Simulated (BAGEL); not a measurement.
**HF/6-31G(d) (density fitting with qzvpp-jkfit, spherical functions) run of CH2ClNSe (SMILES NC(Cl)=[Se])**

What is the energy change on altering one bond length of CH2ClNSe at HF/6-31G* (density fitting with qzvpp-jkfit, spherical functions)? 

Program for the calculation: BAGEL 1.2.2.

6 further runs of the same task are left out: 6 that didn't finish.

## Step 1: The structure to begin with

The species is CH2ClNSe (6 atoms), meant as a singlet with charge 0. As SMILES, `NC(Cl)=[Se]`. The shape is that of a PBE0-D4/def2-TZVP optimisation. This is one conformer, not always the lowest.

Bond lengths: N1–C2 1.331 Å, C2–Cl3 1.738 Å, C2–Se4 1.777 Å, N1–H5 1.006 Å, N1–H6 1.006 Å. Angles: N1–C2–Cl3 111.3°, N1–C2–Se4 125.7°, Cl3–C2–Se4 123.1°, C2–N1–H5 121.6°, C2–N1–H6 118.3°, H5–N1–H6 120.1°.

## Step 2: A single-point energy at HF/6-31G(d) (density fitting with qzvpp-jkfit, spherical functions)

job.json

```json
{ "bagel": [

{
  "title": "molecule",
  "basis": "6-31gs.json",
  "df_basis": "qzvpp-jkfit",
  "angstrom": true,
  "geometry": [
    { "atom": "N", "xyz": [      -0.536000,       0.516800,       0.164200 ] },
    { "atom": "C", "xyz": [       0.388900,      -0.379500,      -0.171400 ] },
    { "atom": "Cl", "xyz": [       1.079300,      -1.129200,       1.235900 ] },
    { "atom": "Se", "xyz": [       0.883700,      -0.787400,      -1.828700 ] },
    { "atom": "H", "xyz": [      -0.768000,       0.699100,       1.126000 ] },
    { "atom": "H", "xyz": [      -1.005800,       1.016200,      -0.572200 ] }
  ]
},

{ "title": "hf" },

{ "title": "print", "file": "orbitals.molden", "orbitals": true }

]}
```

The basis set 6-31G* is read from a file made from the Basis Set Exchange's data (not shown).

On the command line:

```
BAGEL_NUM_THREADS=1 BAGEL job.json > job.out
```

Output:

```text
* using 1 threads per process

  ===============================================================
  ===============================================================

  *** Geometry ***

  { "atom" : "N", "xyz" : [     -1.012893,      0.976610,      0.310293 ] },
  { "atom" : "C", "xyz" : [      0.734914,     -0.717151,     -0.323899 ] },
  { "atom" : "Cl", "xyz" : [      2.039581,     -2.133879,      2.335513 ] },
  { "atom" : "Se", "xyz" : [      1.669951,     -1.487970,     -3.455742 ] },
  { "atom" : "H", "xyz" : [     -1.451310,      1.321108,      2.127832 ] },
  { "atom" : "H", "xyz" : [     -1.900687,      1.920340,     -1.081301 ] },

  Number of auxiliary basis functions:      582

  Since a DF basis is specified, we compute 2- and 3-index integrals:
    o Being stored without compression. Storage requirement is 0.031 GB

  Number of basis functions:       82
  Number of electrons      :       66

    * METHOD: MOLECULE                             0.39

  *** RHF ***

  === Nuclear Repulsion ===
   305.5889539306

      * DIIS with orbital gradients will be used.

  === RHF iteration (6-31gs.json) ===
      0      -2952.34838170          0.01454676           0.11
      1      -2952.44110329          0.00911017           0.11
      2      -2952.47651361          0.00168613           0.11
      3      -2952.47835248          0.00065108           0.11
      4      -2952.47863155          0.00014663           0.11
      5      -2952.47866201          0.00006098           0.11
      6      -2952.47866726          0.00002447           0.11
      7      -2952.47866823          0.00000739           0.11
      8      -2952.47866833          0.00000263           0.11
      9      -2952.47866834          0.00000130           0.11
     10      -2952.47866835          0.00000064           0.11
     11      -2952.47866835          0.00000031           0.11
     12      -2952.47866835          0.00000008           0.11
     13      -2952.47866835          0.00000004           0.11
     14      -2952.47866835          0.00000001           0.11
     15      -2952.47866835          0.00000000           0.11
    * SCF iteration converged.

    * Permanent dipole moment:
           (    1.077570,    -1.007110,    -1.160244) a.u.

    * METHOD: HF                                   2.00

    * METHOD: PRINT                                0.02

  ===============================================================
```

Run time: 2.6 s. Hardware: 1 thread of Arm Neoverse V1, shared host; peak memory 0.15 GiB.

## Step 3: The distorted shape, same level

calc.json

```json
{ "bagel": [

{
  "title": "molecule",
  "basis": "6-31gs.json",
  "df_basis": "qzvpp-jkfit",
  "angstrom": true,
  "geometry": [
    { "atom": "N", "xyz": [      -0.684427,       0.639160,       0.661348 ] },
    { "atom": "C", "xyz": [       0.240473,      -0.257140,       0.325748 ] },
    { "atom": "Cl", "xyz": [       0.930873,      -1.006840,       1.733048 ] },
    { "atom": "Se", "xyz": [       0.883700,      -0.787400,      -1.828700 ] },
    { "atom": "H", "xyz": [      -0.916427,       0.821460,       1.623148 ] },
    { "atom": "H", "xyz": [      -1.154227,       1.138560,      -0.075052 ] }
  ]
},

{
  "title": "hf"
},

{
  "title": "print",
  "file": "orbitals.molden",
  "orbitals": true
}

]}
```

The basis set 6-31G* is read from a file made from the Basis Set Exchange's data (not shown).

On the command line:

```
BAGEL_NUM_THREADS=1 BAGEL calc.json > calc.out
```

Output:

```text
* using 1 threads per process

  ===============================================================
  ===============================================================

  *** Geometry ***

  { "atom" : "N", "xyz" : [     -1.293380,      1.207837,      1.249767 ] },
  { "atom" : "C", "xyz" : [      0.454428,     -0.485924,      0.615575 ] },
  { "atom" : "Cl", "xyz" : [      1.759095,     -1.902652,      3.274986 ] },
  { "atom" : "Se", "xyz" : [      1.669951,     -1.487970,     -3.455742 ] },
  { "atom" : "H", "xyz" : [     -1.731796,      1.552334,      3.067305 ] },
  { "atom" : "H", "xyz" : [     -2.181173,      2.151567,     -0.141828 ] },

  Number of auxiliary basis functions:      582

  Since a DF basis is specified, we compute 2- and 3-index integrals:
    o Being stored without compression. Storage requirement is 0.031 GB

  Number of basis functions:       82
  Number of electrons      :       66

    * METHOD: MOLECULE                             0.38

  *** RHF ***

  === Nuclear Repulsion ===
   270.0119646497

      * DIIS with orbital gradients will be used.

  === RHF iteration (6-31gs.json) ===
      0      -2952.20096762          0.01741281           0.11
      1      -2952.29901916          0.01510401           0.11
      2      -2952.41718308          0.00208558           0.11
      3      -2952.42243882          0.00097362           0.11
      4      -2952.42380205          0.00038242           0.11
      5      -2952.42419511          0.00016000           0.11
      6      -2952.42428566          0.00006124           0.11
      7      -2952.42429310          0.00001859           0.11
      8      -2952.42429380          0.00000912           0.11
      9      -2952.42429397          0.00000434           0.11
     10      -2952.42429401          0.00000207           0.11
     11      -2952.42429402          0.00000124           0.11
     12      -2952.42429403          0.00000072           0.11
     13      -2952.42429403          0.00000041           0.11
     14      -2952.42429403          0.00000022           0.11
     15      -2952.42429403          0.00000010           0.11
     16      -2952.42429403          0.00000004           0.11
     17      -2952.42429403          0.00000002           0.11
     18      -2952.42429403          0.00000001           0.11
    * SCF iteration converged.

    * Permanent dipole moment:
           (    1.330220,    -1.226567,    -1.775635) a.u.

    * METHOD: HF                                   2.31

    * METHOD: PRINT                                0.02

  ===============================================================
```

Run time: 2.9 s. Hardware: 1 thread of Arm Neoverse V1, shared host; peak memory 0.15 GiB.

## Step 4: Summary of results

At HF/6-31G* (density fitting with qzvpp-jkfit, spherical functions):

```
                                                          quantity           value
                                         first shape: total energy  -2952.47867 Eh
                                        first shape: dipole moment          4.77 D
                                          first shape: HOMO energy        -8.70 eV
                                          first shape: LUMO energy         2.20 eV
                                        first shape: HOMO–LUMO gap        10.90 eV
                                     distorted shape: total energy  -2952.42429 Eh
                                    distorted shape: dipole moment          6.44 D
                                      distorted shape: HOMO energy        -8.30 eV
                                      distorted shape: LUMO energy         1.96 eV
                                    distorted shape: HOMO–LUMO gap        10.26 eV
energy change with the C2–Se4 bond stretched from 1.777 to 2.310 Å        1.480 eV
```

In words: With the C2–Se4 bond stretched from 1.777 to 2.310 Å the energy rises by 1.48 eV (34 kcal/mol). The first shape isn't relaxed at this level, so the change isn't measured from a minimum.
